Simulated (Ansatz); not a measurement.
# Ge2Sb2Te5 (Cm) in Ansatz: band structure with PBE

Aim: the band structure of Ge2Sb2Te5 with PBE.

Program: Ansatz 0.2.0. These are calculated values, not measurements. Logs are shortened: lines on timing, memory, paths and dates and some standing lists are left out, and cuts for length are marked.

### Step 1. The structure

The structure is monoclinic, space group Cm (No. 8). Conventional cell: a = 13.678 Å, b = 6.132 Å, c = 9.672 Å, α = 90.00°, β = 134.93°, γ = 90.00°. Te (site symmetry m) is surrounded by 2 Ge at 2.85 to 3.19 Å and 3 Sb at 3.07 to 3.14 Å. Te (site symmetry m) has 2 Sb at 2.95 to 3.20 Å and 3 Ge at 3.07 to 3.08 Å as nearest neighbours. Te (site symmetry m) has 3 Ge at 2.82 to 3.07 Å and 2 Sb at 3.14 to 3.19 Å as nearest neighbours. Te (site symmetry m) has 2 Ge at 2.95 to 3.00 Å and 2 Sb at 3.02 to 3.06 Å as nearest neighbours. Te (site symmetry m) has 3 Sb at 2.98 to 3.07 Å and 2 Ge at 3.05 to 3.20 Å as nearest neighbours. Around Sb (site symmetry m) lie 6 Te at 2.95 to 3.19 Å. Sb (site symmetry m) is surrounded by 6 Te at 2.98 to 3.20 Å. Ge (site symmetry m) is surrounded by 6 Te at 2.82 to 3.19 Å.

The cell comes from a database or a generator and needn't be the stable form of this composition.

### Step 2. Band structure, PBE

Input file input.yaml:

```yaml
crystal:
  lattice:
    - [6.839136, -3.066006, 0.0]
    - [6.839136, 3.066006, 0.0]
    - [-6.830977, 0.0, 6.847609]
  atoms:
    - { symbol: Te, position: [0.594702, 0.594702, 0.386433] }
    - { symbol: Te, position: [0.795288, 0.795288, 0.196112] }
    - { symbol: Te, position: [0.008324, 0.008324, 0.006435] }
    - { symbol: Te, position: [0.206519, 0.206519, 0.809803] }
    - { symbol: Te, position: [0.399959, 0.399959, 0.597118] }
    - { symbol: Sb, position: [0.901708, 0.901708, 0.587873] }
    - { symbol: Sb, position: [0.11187, 0.11187, 0.417352] }
    - { symbol: Ge, position: [0.284287, 0.284287, 0.18783] }
    - { symbol: Ge, position: [0.497343, 0.497343, 0.011044] }
hamiltonian:
  xc: pbe
  pseudopotentials: { kind: paw }
kpoints:
  mp_grid: { grid: [5, 5, 4] }
  band_path:
    path:
      - [[-0.5, -0.5, 0.5], [0.0, 0.0, 0.0], [0.0, 0.0, -0.5]]
      - [[-0.5, -0.5, 0.0], [0.0, 0.0, 0.0], [0.5, 0.0, 0.0]]
      - [[0.0, -0.5, 0.5], [0.0, 0.0, 0.0], [0.5, 0.0, -0.5]]
      - [[0.0, -0.5, 0.0], [0.0, 0.0, 0.0]]
    npoints: 10
scf:
  occupations: { method: fermi_dirac, width: 0.05 }
  n_extra_bands: 22
output:
  forces: true
  stress: true
  eigenvalues: true
  fatbands: false
```

Potentials or basis: Ansatz PAW.

The run is started by

```bash
> ansatz run input.yaml --threads 4 --pin off --max-ram 11264MiB --backend cpu --events-out ev --progress --plain --runs-dir out
```

Log:

```text
Warning: RAYON_NUM_THREADS=4 ignored (pool sized by the plan → 4); use --threads N
scf.n_extra_bands = 22 over 69 filled bands (N_el = 138.0): the run solves 91 bands
Engine: ansatz 0.2.0, aarch64-unknown-linux-gnu
Pseudopotentials: kind: paw
Pseudopotential: Te, paw, valence charge 16, recommended cutoff 420 eV (normal), Te.paw.azcp
Pseudopotential: Sb, paw, valence charge 15, recommended cutoff 420 eV (normal), Sb.paw.azcp
Pseudopotential: Ge, paw, valence charge 14, recommended cutoff 420 eV (normal), Ge.paw.azcp
Functional definition: PBE
  parameter kappa = 0.804
  parameter beta = 0.06672455060314922
  exchange = pbe_x(kappa = kappa, mu = beta*pi^2/3)
  correlation = pbe_c(beta = beta)
Crystal: 9 atoms, lattice volume = 287.173 Å³
Basis set: ecut = 420 eV, 5631 PW (Γ), exchange–correlation on 108×108×144 points (8 copies of the dense FFT grid, shifted against one another)
Bands: 91, of which v1, the nominal top of the filled ones, is band 69 counted from 1 (68 counted from 0)
Symmetry: 2 space group operations
Space group: Cm (ITA 8), of the structure as read, at distance tolerance 6.6e-5 Å
k-points: 33 of 100 (time reversal used)
Non-local potential: Te, projectors of the file, l = 0: 2, l = 1: 2, l = 2: 2, l = 3: 2
Non-local potential: Sb, projectors of the file, l = 0: 2, l = 1: 2, l = 2: 2, l = 3: 2
Non-local potential: Ge, projectors of the file, l = 0: 2, l = 1: 2, l = 2: 3, l = 3: 1
PAW form: soft (Blöchl's): semilocal exchange-correlation on the pseudo side does not see the compensation charge
PAW one-centre angular grid: Te, 590 points (default); XC on 64 Gauss nodes
PAW one-centre angular grid: Sb, 590 points (default); XC on 64 Gauss nodes
PAW one-centre angular grid: Ge, 590 points (default); XC on 64 Gauss nodes
Initial density: superposition of atomic densities (neutral atoms: chi_scale 0, normalization atom), corrected by the library's trained network
Initial wavefunctions: pseudopotential atomic-orbital guess
Functional: x = pbe(κ = 0.804, μ = 0.2195149727645171), c = pbe(β = 0.06672455060314922)
SCF iter   1: F=—  HF=-56459.289550 eV  |F-HF|=—  |Δ(HF+E_count)|=         —  Δρ=1.75e-3  dr2=2.96e-2  ethr=1.77e-3  ⟨swp⟩=6.3  Hψ=12008  notcnv=0  defer=263
preconditioner: auto → Resta (q_TF=auto, 2.415 Å⁻¹)  ε∞=3.5  [insulator: Δε(μ)=0.299 eV  Ē_g=9.595 eV  σ=0.050 eV  W_gap=0.90  n_scr=62 (ndim 8)  ℏωp=15.2 eV  f_vac=0.052  D(μ)=0.33/eV (n_scr^D=0)  ε∞_Penn≈3.5]
SCF iter   2: F=—  HF=-56459.279500 eV  |F-HF|=—  |Δ(HF+E_count)|=   1.00e-2  Δρ=7.53e-4  dr2=2.07e-3  ethr=2.14e-5  ⟨swp⟩=2.0  Hψ=4411  notcnv=0  defer=380
SCF iter   3: F=—  HF=-56459.279626 eV  |F-HF|=—  |Δ(HF+E_count)|=   1.26e-4  Δρ=3.49e-4  dr2=4.02e-4  ethr=1.50e-6  ⟨swp⟩=2.1  Hψ=3682  notcnv=0  defer=380
SCF iter   4: F=—  HF=-56459.279758 eV  |F-HF|=—  |Δ(HF+E_count)|=   1.32e-4  Δρ=8.69e-5  dr2=2.48e-5  ethr=2.91e-7  ⟨swp⟩=2.0  Hψ=3562  notcnv=0  defer=380
SCF iter   5: F=—  HF=-56459.279843 eV  |F-HF|=—  |Δ(HF+E_count)|=   8.52e-5  Δρ=3.01e-5  dr2=3.12e-6  ethr=1.80e-8  ⟨swp⟩=2.0  Hψ=3840  notcnv=0  defer=380
SCF iter   6: F=—  HF=-56459.279844 eV  |F-HF|=—  |Δ(HF+E_count)|=   5.78e-7  Δρ=1.18e-5  dr2=4.61e-7  ethr=2.26e-9  ⟨swp⟩=2.0  Hψ=3682  notcnv=0  defer=380
SCF iter   7: F=-56459.279844 eV  HF=-56459.279844 eV  |F-HF|=1.72e-8  |Δ(HF+E_count)|=   2.80e-7  Δρ=3.30e-6  dr2=4.23e-8  ethr=7.25e-11  ⟨swp⟩=15.2  Hψ=17555  notcnv=0
SCF 1 converged in 7 iterations: F = -56459.279844 eV  dr2 = 4.23e-8
NSCF: frozen V_eff on 74 k-points
SCF converged after 7 iterations
Free energy (F): -56459.279844 eV
Harris-Foulkes:  -56459.279844 eV  (|F-HF|=1.72e-8)
Internal energy: -56459.274724 eV  (E = F + TS)
E sigma→0 (E₀):  -56459.277284 eV
Entropy (-TS):   -0.005120 eV (-0.569 meV/atom)
Fermi energy:    8.140119 eV
--- Per-component energies (eV) ---
  E_band       = -2036.498347
  E_kinetic    = 1529.506580
  E_local      = -15142.166802  (includes V_loc(G=0)·N_el)
  E_nonlocal   = -1.332015
  E_hartree    = 7953.230602
  E_xc         = -1046.525506
  E_vxc        = -837.781667  (∫ρ·V_xc dr)
  E_paw        = -36489.404285  (= ΣΔE_a)
  E_vpaw       = -3491.183774  (= ΣTr[D̂ρ^β])
  E_aug_tail   = -0.000378  (compensation charges beyond the density's cutoff)
  E_ewald      = -13262.582920
  E_smearing   = -0.005120  (= −TS)
  E_closure    = 0.000000  (closes the sum)
  Σ components = -56459.279844   (vs F -56459.279844, Δ=0.00e0)
--- Forces (eV/Å), atoms counted from 1 ---
  atom   1  Te     0.02209431     0.00000000     0.07464948
  atom   2  Te    -0.00141824     0.00000000    -0.03518491
  atom   3  Te    -0.00933097     0.00000000     0.02333862
  atom   4  Te     0.05193081     0.00000000    -0.04878243
  atom   5  Te     0.10047876     0.00000000    -0.01420536
  atom   6  Sb     0.04239482     0.00000000    -0.12855456
  atom   7  Sb    -0.03180949     0.00000000     0.05593532
  atom   8  Ge    -0.19360461     0.00000000    -0.02954397
  atom   9  Ge     0.01926179     0.00000000     0.10235909
  max |Σ_I F_I| component: 1.13e-5 eV/Å
--- Stress (GPa, compression-positive) ---
        0.098563       0.000000      -0.103540
        0.000000      -0.338056       0.000000
       -0.103540       0.000000       0.003426
  P = ⅓ Tr σ = -0.0787 GPa (-0.787 kbar)
--- Band table (eV; the first three rows and the last of 33) ---
  k-point 0: bands = ["-28.6655", "-28.6508", "-28.6256", "-28.6099", "-28.5944", "-28.5776", "-28.5763", "-28.5683", "-28.5154", "-28.5144", "-28.4977", "-28.4932", "-28.4823", "-28.4731", "-28.4723", "-28.4091", "-28.4064", "-28.3810", "-28.3744", "-28.3716", "-28.2476", "-28.2430", "-28.0928", "-28.0888", "-28.0444", "-21.3334", "-21.3307", "-21.3301", "-21.3256", "-21.3194", "-21.3178", "-21.3152", "-21.3143", "-21.3127", "-21.3112", "-16.5761", "-16.5699", "-16.5640", "-16.5623", "-16.5610", "-16.5587", "-16.5563", "-16.5411", "-16.5382", "-16.5357", "-4.6163", "-2.8368", "-2.6992", "-2.5532", "-2.3376", "-0.9620", "-0.4263", "0.2044", "2.2315", "3.3382", "3.7627", "3.7853", "3.8534", "4.2145", "4.4960", "4.5795", "5.4264", "6.3974", "6.5922", "6.6264", "7.2493", "7.5464", "7.6287", "7.6399", "9.0900", "9.3885", "10.4797", "10.5241", "11.5006", "11.8706", "12.0970", "12.1856", "12.6961", "12.8299", "12.8795", "12.9613", "13.2373", "13.2982", "13.3685", "13.6861", "13.7847", "14.5658", "14.5667", "14.6413", "15.2768", "15.4131"]
  k-point 1: bands = ["-28.6655", "-28.6508", "-28.6256", "-28.6099", "-28.5944", "-28.5776", "-28.5763", "-28.5683", "-28.5154", "-28.5144", "-28.4977", "-28.4932", "-28.4823", "-28.4731", "-28.4723", "-28.4091", "-28.4064", "-28.3810", "-28.3744", "-28.3716", "-28.2476", "-28.2430", "-28.0928", "-28.0888", "-28.0444", "-21.3334", "-21.3308", "-21.3301", "-21.3256", "-21.3194", "-21.3178", "-21.3152", "-21.3143", "-21.3127", "-21.3112", "-16.5761", "-16.5699", "-16.5640", "-16.5623", "-16.5610", "-16.5587", "-16.5563", "-16.5411", "-16.5382", "-16.5357", "-4.4849", "-3.2153", "-2.7385", "-2.5254", "-2.3251", "-0.8769", "-0.1177", "0.4023", "1.9525", "3.1839", "3.2373", "3.7013", "3.7505", "4.4951", "5.0924", "5.4158", "5.5056", "5.9138", "6.3294", "6.5226", "7.0504", "7.4239", "7.5483", "7.7389", "9.2308", "9.8875", "10.2756", "10.3196", "11.0563", "11.2993", "11.4637", "11.9131", "12.5359", "12.7510", "12.9765", "13.1096", "13.1123", "13.5833", "13.7120", "13.9178", "14.2549", "14.3015", "14.6393", "14.7352", "15.0530", "15.5980"]
  k-point 2: bands = ["-28.6655", "-28.6508", "-28.6256", "-28.6099", "-28.5944", "-28.5776", "-28.5763", "-28.5683", "-28.5154", "-28.5144", "-28.4977", "-28.4932", "-28.4822", "-28.4731", "-28.4723", "-28.4090", "-28.4064", "-28.3809", "-28.3744", "-28.3716", "-28.2476", "-28.2430", "-28.0928", "-28.0888", "-28.0444", "-21.3334", "-21.3308", "-21.3301", "-21.3256", "-21.3193", "-21.3178", "-21.3152", "-21.3143", "-21.3127", "-21.3112", "-16.5761", "-16.5699", "-16.5640", "-16.5623", "-16.5610", "-16.5587", "-16.5563", "-16.5411", "-16.5382", "-16.5357", "-4.2679", "-3.6232", "-2.7228", "-2.5151", "-2.3697", "-0.8014", "0.1551", "0.7802", "1.4481", "2.9673", "3.0769", "3.7057", "4.2807", "4.6085", "4.7914", "5.3736", "5.5335", "6.0251", "6.4509", "6.7147", "7.3113", "7.3502", "7.4263", "7.7446", "8.7416", "9.5085", "9.8812", "10.6040", "10.8205", "10.8863", "11.7807", "11.9271", "12.4145", "12.5548", "12.7899", "13.1288", "13.1496", "13.4577", "13.8481", "13.8735", "14.1308", "14.5973", "15.0683", "15.2931", "15.5228", "15.9715"]
  k-point 32: bands = ["-28.6654", "-28.6508", "-28.6256", "-28.6098", "-28.5944", "-28.5776", "-28.5763", "-28.5683", "-28.5154", "-28.5144", "-28.4977", "-28.4932", "-28.4822", "-28.4731", "-28.4723", "-28.4090", "-28.4064", "-28.3809", "-28.3744", "-28.3716", "-28.2476", "-28.2430", "-28.0928", "-28.0888", "-28.0444", "-21.3342", "-21.3305", "-21.3301", "-21.3256", "-21.3193", "-21.3179", "-21.3157", "-21.3145", "-21.3123", "-21.3110", "-16.5762", "-16.5699", "-16.5640", "-16.5623", "-16.5609", "-16.5587", "-16.5563", "-16.5411", "-16.5382", "-16.5357", "-4.0913", "-3.6177", "-2.7342", "-2.6099", "-2.4064", "-0.8375", "-0.3302", "0.6206", "1.0757", "3.0659", "3.7507", "4.3180", "4.4951", "4.5524", "5.2633", "5.4721", "5.9039", "6.1627", "6.3813", "6.5347", "7.3168", "7.4984", "7.5775", "7.7187", "8.5894", "9.3269", "10.1102", "10.1886", "10.3868", "10.5545", "11.0820", "11.6439", "11.8814", "11.9306", "12.5199", "12.8290", "12.9493", "13.2420", "13.6097", "13.9698", "14.2064", "14.5178", "15.5019", "15.6519", "15.9255", "16.1092"]
```

Run time: 78 s. Hardware: 4 threads of Arm Neoverse V1, shared host; peak memory 1.6 GiB.

Results:

* Free energy: -56459.2798 eV
* Pressure: -0.1 GPa
* Largest force: 0.196 eV/Å
* Band gap on the k mesh: 0.26 eV, indirect (least direct gap 0.33 eV)
* Band gap along the path: 0.05 eV, direct

Forces on the atoms (eV/Å):
```
Te   0.022  0.000  0.075
Te  -0.001  0.000 -0.035
Te  -0.009  0.000  0.023
Te   0.052  0.000 -0.049
Te   0.100  0.000 -0.014
Sb   0.042  0.000 -0.129
Sb  -0.032  0.000  0.056
Ge  -0.194  0.000 -0.030
Ge   0.019  0.000  0.102
```

Levels at the corners of the path, in eV from the valence-band top:
| point | band 67 | band 68 | band 69 | band 70 | band 71 | band 72 |
| --- | --- | --- | --- | --- | --- | --- |
| X | -0.71 | -0.58 | -0.31 | 0.67 | 1.48 | 2.06 |
| Γ | -0.50 | -0.42 | -0.41 | 1.04 | 1.34 | 2.43 |
| Y | -0.70 | -0.62 | -0.30 | 0.70 | 1.46 | 1.84 |
| L | -0.84 | -0.81 | -0.78 | 2.14 | 2.64 | 2.82 |
| Γ | -0.50 | -0.42 | -0.41 | 1.04 | 1.34 | 2.43 |
| Z | -0.70 | -0.53 | 0.00 | 0.05 | 0.58 | 0.69 |
| N | -0.68 | -0.61 | -0.03 | 0.26 | 0.39 | 0.72 |
| Γ | -0.50 | -0.42 | -0.41 | 1.04 | 1.34 | 2.43 |
| M | -0.68 | -0.61 | -0.03 | 0.26 | 0.39 | 0.72 |
| R | -0.70 | -0.53 | 0.00 | 0.05 | 0.58 | 0.69 |
| Γ | -0.50 | -0.42 | -0.41 | 1.04 | 1.34 | 2.43 |

Caveat: the k mesh misses the band edges, so the gap on the mesh is wider than the one along the path; spin-orbit coupling is left out, which moves the levels of the heavy elements.
